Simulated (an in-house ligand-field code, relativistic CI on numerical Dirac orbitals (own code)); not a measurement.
# d7 in a ligand field: terms against the cubic field

Aim: the terms of a d7 shell from Racah B and C and the field, by exact diagonalisation.

Method: parametric ligand-field model of a d^n configuration (Racah B and C, spin-orbit zeta, crystal field), exact diagonalisation. Code: an in-house ligand-field code version 1.

## 1. What is computed

| Quantity | Value |
| --- | --- |
| shell | d7 |
| set 1 (cm⁻¹) | B = 850, C = 3140, Oh, 10Dq = 14450 |
| set 2 (cm⁻¹) | B = 850, C = 3140, Oh, 10Dq = 16150 |
| set 3 (cm⁻¹) | B = 850, C = 3140, Oh, 10Dq = 17850 |
| set 4 (cm⁻¹) | B = 850, C = 3140, Oh, 10Dq = 19550 |
| set 5 (cm⁻¹) | B = 850, C = 3140, Oh, 10Dq = 21250 |
| set 6 (cm⁻¹) | B = 850, C = 3140, Oh, 10Dq = 22950 |
| set 7 (cm⁻¹) | B = 850, C = 3140, Oh, 10Dq = 24650 |
| set 8 (cm⁻¹) | B = 850, C = 3140, Oh, 10Dq = 26350 |

## 2. Set 1

The run's settings:

```ini
n = 7
racah_B = 850  # cm-1
racah_C = 3140  # cm-1
zeta = 0  # cm-1
symmetry = Oh
field = {"10Dq": 14450}  # cm-1
```

## 3. Set 2

The run's settings:

```ini
n = 7
racah_B = 850  # cm-1
racah_C = 3140  # cm-1
zeta = 0  # cm-1
symmetry = Oh
field = {"10Dq": 16150}  # cm-1
```

## 4. Set 3

The run's settings:

```ini
n = 7
racah_B = 850  # cm-1
racah_C = 3140  # cm-1
zeta = 0  # cm-1
symmetry = Oh
field = {"10Dq": 17850}  # cm-1
```

## 5. Set 4

The run's settings:

```ini
n = 7
racah_B = 850  # cm-1
racah_C = 3140  # cm-1
zeta = 0  # cm-1
symmetry = Oh
field = {"10Dq": 19550}  # cm-1
```

## 6. Set 5

The run's settings:

```ini
n = 7
racah_B = 850  # cm-1
racah_C = 3140  # cm-1
zeta = 0  # cm-1
symmetry = Oh
field = {"10Dq": 21250}  # cm-1
```

## 7. Set 6

The run's settings:

```ini
n = 7
racah_B = 850  # cm-1
racah_C = 3140  # cm-1
zeta = 0  # cm-1
symmetry = Oh
field = {"10Dq": 22950}  # cm-1
```

## 8. Set 7

The run's settings:

```ini
n = 7
racah_B = 850  # cm-1
racah_C = 3140  # cm-1
zeta = 0  # cm-1
symmetry = Oh
field = {"10Dq": 24650}  # cm-1
```

## 9. Set 8

The run's settings:

```ini
n = 7
racah_B = 850  # cm-1
racah_C = 3140  # cm-1
zeta = 0  # cm-1
symmetry = Oh
field = {"10Dq": 26350}  # cm-1
```

(Steps that only read results are left out.)

Before running it: what results should come out? Wanted: lowest terms; sets at their largest spin, of those that allow S over 1.

**Answer**, as computed:

| set | 10Dq/B (size) | lowest | S | electrons in z² and x²-y² | first level of the same spin (cm⁻¹) |
| --- | --- | --- | --- | --- | --- |
| 1: Oh | 17.0 | 4T1 | 1.50 | 2.05 | 4T2 13020 |
| 2: Oh | 19.0 | 2E | 0.50 | 1.05 | 2T1 14223 |
| 3: Oh | 21.0 | 2E | 0.50 | 1.05 | 2T1 15860 |
| 4: Oh | 23.0 | 2E | 0.50 | 1.04 | 2T1 17503 |
| 5: Oh | 25.0 | 2E | 0.50 | 1.04 | 2T1 19151 |
| 6: Oh | 27.0 | 2E | 0.50 | 1.03 | 2T1 20804 |
| 7: Oh | 29.0 | 2E | 0.50 | 1.03 | 2T1 22461 |
| 8: Oh | 31.0 | 2E | 0.50 | 1.03 | 2T1 24121 |

| quantity | value |
| --- | --- |
| lowest terms | 1: 4T1, 2: 2E, 3: 2E, 4: 2E, 5: 2E, 6: 2E, 7: 2E, 8: 2E |
| sets at their largest spin, of those that allow S over 1 | 1 |

In words: The ground state turns from 4T1 to 2E between |10Dq|/B = 17.0 and 19.0, at C/B = 3.69. B, C and the field are free parameters here, not those of a compound.
